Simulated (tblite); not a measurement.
# C3H5O3S2: the cost of one run

Programs: PySCF 2.14.0 with density-fitted response routines of our own, and tblite 0.8.0. All values are computed, except where a source is named. Atoms count from 0 throughout.

### 1 The molecule as given

13 atoms, charge -1, multiplicity 1; geometry from: force field or distance geometry start.

Bonds of the start (Å): C0–C1 1.33, C0–H8 1.09, C0–H9 1.10, C1–C2 1.51, C1–S3 1.75, C2–H10 1.10, C2–H11 1.08, C2–H12 1.09, S3–S4 2.15, S4–O5 1.47, S4–O6 1.47, S4–O7 1.46.

### 2 GFN2-xTB relaxation, start minimum

What the job is given:

```
{"job": {"xc": "GFN2-xTB", "basis": "xTB", "kind": "relax"}, "charge": -1, "multiplicity": 1}
C     -1.803900     1.126400     0.558200
C     -0.802200     0.424200     0.027800
C     -0.783700    -1.085400     0.077200
S      0.491200     1.287700    -0.778300
S      2.244500     0.090700    -0.462600
O      1.971700    -1.101800    -1.269100
O      3.302400     0.959200    -0.991700
O      2.271500    -0.107600     0.979300
H     -1.824900     2.210600     0.520300
H     -2.648200     0.638300     1.057200
H     -1.747200    -1.477500     0.448700
H     -0.013300    -1.467900     0.735100
H     -0.662200    -1.496400    -0.919700
```

Command:

```console
OMP_NUM_THREADS=1 python ens_run.py task.json out
```

One launch serves the whole session.

Q: Estimate the wall time of this first job on 1 thread of Intel Xeon at 2.50GHz, shared host.

About 2.5 s.
